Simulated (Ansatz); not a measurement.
# C₂H₄FNSi: up Jacob's ladder to CCSD(T)

Aim: compute C₂H₄FNSi with functionals from several rungs and with coupled cluster, and see how far each lands from CCSD(T) at the basis-set limit for the atomisation energy.

The runs use Ansatz 0.2.0, Gaussian basis; functionals in def2-TZVPP, the program's frozen cores in correlated methods.

Plan: LDA (SPW92), PBE-D4, revPBE-D4, BLYP-D4, r2SCAN-D4, B97M-V, PBE0-D4, B3LYP-D4, r2SCANh-D4, r2SCAN0-D4, HSE06-D4, BHLYP-D4, CAM-B3LYP-D4, LC-ωPBE, ωB97X-V, ωB97M-V, B2PLYP, PBE-QIDH; CCSD(T)/def2-SVP; CCSD(T)/def2-TZVPP; MP2/def2-QZVPP; extrapolation to the limit; RPA on PBE.

## (1) The geometry

All runs share one geometry, relaxed beforehand with PBE0-D4 in a triple-zeta def2 set.

SMILES `N=C1[SiH2]C1F`, 9 atoms, charge 0, spin multiplicity 1.

Atoms are counted from 1 here; the program's logs count them from 0.

Bond lengths: N1–C2 1.258 Å, N1–H6 1.020 Å, C2–Si3 1.875 Å, C2–C4 1.477 Å, Si3–C4 1.901 Å, Si3–H7 1.479 Å, Si3–H8 1.482 Å, C4–F5 1.358 Å, C4–H9 1.097 Å. Angles: C2–N1–H6 111.3°, N1–C2–Si3 149.7°, N1–C2–C4 133.9°, Si3–C2–C4 67.9°, C2–Si3–C4 46.1°, C2–Si3–H7 113.8°, C2–Si3–H8 127.3°, C4–Si3–H7 121.2°, C4–Si3–H8 117.3°, H7–Si3–H8 114.5°, C2–C4–Si3 66.0°, C2–C4–F5 122.1°, C2–C4–H9 111.1°, Si3–C4–F5 131.6°, Si3–C4–H9 106.8°, F5–C4–H9 111.5°.

## (2) LDA

This LDA is Slater exchange with PW92 correlation.

Input file in.yaml:

```yaml
crystal:
  periodic: [false, false, false]
  atoms:
    - {symbol: N, position_ang: [-0.318948, 1.477831, -1.283416]}
    - {symbol: C, position_ang: [-0.249800, 0.436707, -0.581083]}
    - {symbol: Si, position_ang: [0.773782, -0.941656, 0.172492]}
    - {symbol: C, position_ang: [-0.705293, 0.086905, 0.780097]}
    - {symbol: F, position_ang: [-0.813925, 1.014055, 1.766135]}
    - {symbol: H, position_ang: [0.253553, 1.396715, -2.123844]}
    - {symbol: H, position_ang: [2.163172, -0.547189, 0.490060]}
    - {symbol: H, position_ang: [0.569461, -2.400909, 0.017072]}
    - {symbol: H, position_ang: [-1.583602, -0.568759, 0.745487]}
basis:
  gaussian: {orbitals: def2-TZVPP}
hamiltonian: {xc: lda}
output: {orbitals: {seedname: orbitals}}
```

On the command line:

```
ansatz run in.yaml --threads 2 --pin off --events-out ev --progress --plain --max-ram 4352MiB
```

Further steps of the session: PBE-D4 (GGA); revPBE-D4 (GGA); BLYP-D4 (GGA); r2SCAN-D4 (meta-GGA); B97M-V (meta-GGA); B3LYP-D4 (hybrid); r2SCANh-D4 (hybrid); r2SCAN0-D4 (hybrid); HSE06-D4 (hybrid); BHLYP-D4 (hybrid); CAM-B3LYP-D4 (range-separated); LC-ωPBE (range-separated); ωB97X-V (range-separated); ωB97M-V (range-separated); B2PLYP (double hybrid); PBE-QIDH (double hybrid); CCSD(T) in def2-SVP; CCSD(T) in def2-TZVPP; MP2 in def2-QZVPP; RPA on PBE orbitals.

Q: Predict the results of all the runs planned. Wanted: atomisation energy, CCSD(T)/CBS; farthest beyond LDA; mean size of error, GGA; mean size of error, meta-GGA; mean size of error, hybrid; mean size of error, range-separated; mean size of error, double hybrid; gap, smallest and largest; T1 diagnostic.

The runs gave:

```
                               quantity                                      value
        atomisation energy, CCSD(T)/CBS                              3267.2 kJ/mol
 functionals within 16.3 kJ/mol (0.5 %)                        r2SCANh-D4, LC-ωPBE
                    farthest beyond LDA                     PBE-D4 (+151.0 kJ/mol)
                mean size of error, GGA                                84.0 kJ/mol
           mean size of error, meta-GGA                                29.5 kJ/mol
             mean size of error, hybrid                                50.7 kJ/mol
    mean size of error, range-separated                                23.7 kJ/mol
      mean size of error, double hybrid                                23.0 kJ/mol
              gap, smallest and largest  3.05 eV (LDA (SPW92)), 10.34 eV (LC-ωPBE)
                          T1 diagnostic                                     0.0149
triples share of the correlation energy                                      4.2 %
```

LDA overbinds by 612.1 kJ/mol (19 %). PBE-D4 is off by +151.0 kJ/mol. Double hybrids carry the basis error of their MP2 part in triple zeta, and no dispersion term here, so their miss is partly the set-up's. By mean error the best rung here is double hybrid (23.0 kJ/mol) and the worst beyond LDA is GGA (84.0 kJ/mol). The gap between the best rungs is small, so their order is not settled. Misses under about 16.3 kJ/mol are within the doubt on the reference itself, which lacks core-valence correlation, relativity and higher excitations. Hartree-Fock recovers 67 % of the binding; the rest is correlation. CCSD(T) in def2-SVP is off by -209.9 kJ/mol, which most functionals beat. The gap grows from 3.0 to 10.3 eV across the functionals, mostly with the share of exact exchange. The restricted reference is unstable towards a spin-broken one.
